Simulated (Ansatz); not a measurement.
# NiI: the cost of one run

Computed with Ansatz 0.2.0 (DFT PBE, scalar-relativistic, plane waves, PAW, unless a step's input says otherwise).

**1. The system as given**

Symmetry: P4/mmm, No. 123, tetragonal system. The conventional cell has a = 3.369 Å, b = 3.369 Å, c = 4.416 Å, α = 90.00°, β = 90.00°, γ = 90.00°. Ni (site symmetry 4/mmm) is surrounded by 8 I at 3.25 Å and 4 Ni at 3.37 Å. I (site symmetry 4/mmm) is surrounded by 8 Ni at 3.25 Å and 4 I at 3.37 Å.

Structure file:

```cif
data_structure
_symmetry_space_group_name_H-M 'P 1'
_symmetry_Int_Tables_number 1
_cell_length_a 3.3691
_cell_length_b 3.3691
_cell_length_c 4.4159
_cell_angle_alpha 90.000
_cell_angle_beta 90.000
_cell_angle_gamma 90.000
_cell_volume 50.12
loop_
_atom_site_label
_atom_site_type_symbol
_atom_site_fract_x
_atom_site_fract_y
_atom_site_fract_z
_atom_site_occupancy
Ni1 Ni 0.50000 0.50000 0.50000 1
I1 I 0.00000 0.00000 0.00000 1
```

This is candidate A: CuAu (L1_0) type (P4/mmm, No. 123).

(A quick probe on a coarse mesh, which set the mesh and smearing, is not shown.)

**3. Rough relaxation on the coarse mesh (candidate A)**

input.yaml reads:

```yaml
crystal:
  lattice:
    - [3.3690906484, 0.0, 0.0]
    - [0.0, 3.3690906484, 0.0]
    - [0.0, 0.0, 4.4159152427]
  atoms:
    - { symbol: Ni, position: [0.5, 0.5, 0.5], spin: 0.64 }
    - { symbol: I, position: [0.0, 0.0, 0.0] }
basis:
  ecutwfc: 420
kpoints:
  mp_grid: { grid: [6, 6, 4] }
hamiltonian:
  xc: pbe
scf:
  occupations: { method: gaussian, width: 0.1 }
  lower_state_search: "off"
output:
  forces: true
  stress: true
  eigenvalues: true
  populations: true
magnetization:
  spin_polarized: true
relax:
  adjacent_minimum: "off"
  f_tol: 0.04
  max_steps: 70
  cell: { stress_tol: 0.4 }
```

Command:

```console
$ ansatz run input.yaml --threads 1 --pin off --max-ram 2560MiB --backend cpu --events-out ev --progress --plain --runs-dir out
```

**Question.** How long does this run take on 1 thread of Intel Xeon 6975P-C (Granite Rapids), shared host, and how much memory does it need?

About 22 s, with a peak of 0.42 GiB.
